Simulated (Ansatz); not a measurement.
# CH8AlFN2Si: the cost of one run

All numbers below are computed with Ansatz 0.2.0 (RKS B3LYP-D4/def2-SVP).

### 1 The structure to begin with

Bond lengths: C1–Si2 1.861 Å, Si2–N3 1.759 Å, Si2–F4 1.649 Å, Si2–N5 1.795 Å, N5–Al6 1.920 Å, C1–H7 1.062 Å, C1–H8 1.139 Å, C1–H9 1.150 Å, N3–H10 1.087 Å, N3–H11 1.056 Å, N5–H12 1.085 Å, Al6–H13 1.624 Å, Al6–H14 1.582 Å. Angles (14 of 21 angles, heavy atoms first): C1–Si2–N3 107.2°, C1–Si2–F4 111.9°, C1–Si2–N5 112.5°, N3–Si2–F4 106.5°, N3–Si2–N5 108.9°, F4–Si2–N5 109.5°, Si2–N5–Al6 109.6°, Si2–C1–H7 111.8°, Si2–C1–H8 106.4°, Si2–C1–H9 111.1°, Si2–N3–H10 107.9°, Si2–N3–H11 108.2°, Si2–N5–H12 106.4°, Al6–N5–H12 106.9°.

Structure file:

```xyz
14

C    -0.4869   -0.7653    1.2950
Si    0.4094   -0.5339   -0.3193
N     2.0499   -1.1266   -0.0927
F    -0.2542   -1.4389   -1.5281
N     0.4782    1.1863   -0.8269
Al   -1.2773    1.7831   -1.3244
H    -0.4770   -1.7790    1.6099
H    -1.5521   -0.3972    1.1273
H    -0.0679   -0.0662    2.1061
H     2.4920   -0.5776    0.7343
H     1.9962   -2.1165    0.2699
H     0.7665    1.7530    0.0521
H    -2.5360    1.6912   -0.3021
H    -1.5539    2.3583   -2.7721
```

### 2 End point A

File input.yaml:

```yaml
crystal:
  periodic: [false, false, false]
  atoms:
    - { symbol: C, position_ang: [-0.4869, -0.7653, 1.295] }
    - { symbol: Si, position_ang: [0.4094, -0.5339, -0.3193] }
    - { symbol: "N", position_ang: [2.0499, -1.1266, -0.0927] }
    - { symbol: F, position_ang: [-0.2542, -1.4389, -1.5281] }
    - { symbol: "N", position_ang: [0.4782, 1.1863, -0.8269] }
    - { symbol: Al, position_ang: [-1.2773, 1.7831, -1.3244] }
    - { symbol: H, position_ang: [-0.477, -1.779, 1.6099] }
    - { symbol: H, position_ang: [-1.5521, -0.3972, 1.1273] }
    - { symbol: H, position_ang: [-0.0679, -0.0662, 2.1061] }
    - { symbol: H, position_ang: [2.492, -0.5776, 0.7343] }
    - { symbol: H, position_ang: [1.9962, -2.1165, 0.2699] }
    - { symbol: H, position_ang: [0.7665, 1.753, 0.0521] }
    - { symbol: H, position_ang: [-2.536, 1.6912, -0.3021] }
    - { symbol: H, position_ang: [-1.5539, 2.3583, -2.7721] }
basis:
  gaussian: { orbitals: def2-SVP }
hamiltonian:
  xc: b3lyp
  dispersion: d4
relax:
  f_tol: 0.015
  max_steps: 40
output:
  orbitals: {}
```

Launch:

```
$ ansatz run input.yaml --threads 2 --pin off --max-ram 3072MiB --backend cpu --events-out ev --progress --plain --runs-dir out
```

What time and memory should one allow on 2 threads of Arm Neoverse V1, shared host?

About 94 s, with a peak of 0.34 GiB.
